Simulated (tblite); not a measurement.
# CH6Ge2O: the cost of one run

Programs: tblite 0.8.0 and PySCF 2.14.0. All values are calculated, for the isolated system unless a continuum is named. Atoms count from 0, parts from 1.

### Step 1. The system as given

10 atoms, charge 0, multiplicity 1; geometry: distance geometry start.

### Step 2. Relaxing the cluster with GFN2-xTB

Job settings and geometry (Å):

```
{"job": {"kind": "relax", "xc": "GFN2-xTB", "basis": "xTB"}, "charge": 0, "multiplicity": 1}
Ge     0.414212    -0.606895    -0.241235
C      2.305363    -0.337422     0.137629
O     -0.609872     0.230492     0.948976
Ge    -2.214391     0.374226     0.178196
H      2.843376    -1.210775    -0.322291
H      2.549907    -0.258008     1.214478
H      2.686530     0.560305    -0.451374
H     -1.905347     0.884938    -1.282905
H     -2.889213    -1.021285     0.074763
H     -3.124337     1.397035     0.901142
```

Level: GFN2-xTB geometry optimisation, gas phase.

On the command line:

```
$ OMP_NUM_THREADS=1 python cluster_run.py task.json out
```

The driver reads the jobs from task.json and runs them one after another.

Q: Estimate the wall time of this first job on 1 thread of Intel Xeon Platinum 8488C, shared host.

About 1.2 s.
